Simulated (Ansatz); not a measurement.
This script for the Python package of Ansatz (0.2.0) starts 5 runs on LuSi2, space group P6/mmm. What input does the engine get in each?

`push_lusi2.py`:
```python
# -*- coding: utf-8 -*-
"""Frozen displacement of one atom in LuSi2."""

import warnings

import ansatz as az
from ase import Atoms
import numpy as np

SETTINGS = {
    "functional": "lda",
    "kmesh": (8, 8, 7),
    "occupations": "Fermi-Dirac",
}


def main():
    warnings.simplefilter("ignore", az.DeckWarning)

    atoms = Atoms(
        ["Lu", "Si", "Si"],
        scaled_positions=[
            [0.0, 0.0, 0.0],
            [1 / 3, 2 / 3, 0.5],
            [2 / 3, 1 / 3, 0.5],
        ],
        cell=[
            [3.75, 0.0, 0.0],
            [-1.875, 3.247595, 0.0],
            [0.0, 0.0, 4.05],
        ],
        pbc=True,
    )
    crystal = az.Crystal.from_ase(atoms)

    inverse = np.linalg.inv(np.array(crystal.lattice.vectors))
    home = np.array(crystal.sites[0].position)
    values = np.linspace(-0.1, 0.1, 5)
    energies, pulls = [], []
    for shift in values:
        moved = crystal.move(0, to=home + shift * inverse[2])
        setup = moved.calculation()
        setup = setup.functional(SETTINGS["functional"]).kpoints(*SETTINGS["kmesh"])
        setup = setup.occupations(SETTINGS["occupations"], width=150 * az.meV)
        setup = setup.forces()
        data = setup.run(threads=1).report
        energies.append(data["free_energy_ev"])
        pulls.append(data["forces_ev_ang"][0][2])

    # the force is minus the slope of the free energy
    print("shift (A)   dE (eV)   force along z (eV/A)")
    for shift, e, f in zip(values, energies, pulls):
        print(f"{shift:8.3f} {e - energies[2]:10.5f} {f:12.4f}")
    print(f"stiffness from energies {2 * np.polyfit(values, energies, 2)[0]:.3f}, from forces {-np.polyfit(values, pulls, 1)[0]:.3f} eV/A^2")


if __name__ == "__main__":
    main()
```

Run 1:
```yaml
crystal:
  lattice:
    - [3.75, 0.0, 0.0]
    - [-1.875, 3.247595, 0.0]
    - [0.0, 0.0, 4.05]
  atoms:
    - { symbol: Lu, position: [0.0, 0.0, -0.02469135802469136] }
    - { symbol: Si, position: [0.33333333333333337, 0.6666666666666666, 0.5] }
    - { symbol: Si, position: [0.6666666666666666, 0.3333333333333333, 0.5] }
kpoints:
  mp_grid:
    grid: [8, 8, 7]
hamiltonian:
  xc: lda
scf:
  occupations:
    method: fermi_dirac
    width: 0.15
output:
  forces: true
```

Run 2, against run 1:
```diff
-    - { symbol: Lu, position: [0.0, 0.0, -0.02469135802469136] }
+    - { symbol: Lu, position: [0.0, 0.0, -0.01234567901234568] }
```

Run 3, against run 1:
```diff
-    - { symbol: Lu, position: [0.0, 0.0, -0.02469135802469136] }
+    - { symbol: Lu, position: [0.0, 0.0, 0.0] }
```

Run 4, against run 1:
```diff
-    - { symbol: Lu, position: [0.0, 0.0, -0.02469135802469136] }
+    - { symbol: Lu, position: [0.0, 0.0, 0.012345679012345684] }
```

Run 5, against run 1:
```diff
-    - { symbol: Lu, position: [0.0, 0.0, -0.02469135802469136] }
+    - { symbol: Lu, position: [0.0, 0.0, 0.02469135802469136] }
```

```console
$ python push_lusi2.py
shift (A)   dE (eV)   force along z (eV/A)
  -0.100    0.04340       0.8680
  -0.050    0.01085       0.4339
   0.000    0.00000       0.0000
   0.050    0.01085      -0.4339
   0.100    0.04340      -0.8680
stiffness from energies 8.679, from forces 8.679 eV/A^2
```

The curvature of the energy gives 8.679 eV/Å² and the slope of the force 8.679 eV/Å², a positive curvature.

What to keep in mind:
- For a metal this k-point mesh is coarse: on a finer one energies can move by several to tens of meV an atom and pressures by half a GPa or more, differences at one mesh by less.
- In a metal a curvature from energy changes of a few meV or less hangs on mesh and smearing, in size and even in sign.
- The starting cell is as deposited in a crystallographic database; the results hold for this polymorph, which needn't be the stable one.
- All periodic images of the atom move with it, so the curvature is one diagonal element of the zone-centre force constants and no normal mode; a positive value doesn't exclude soft modes in which several atoms move.
- Wall time of the script: 27 s on 1 thread of Arm Neoverse V1, with other jobs on the host, peak memory 0.41 GiB.
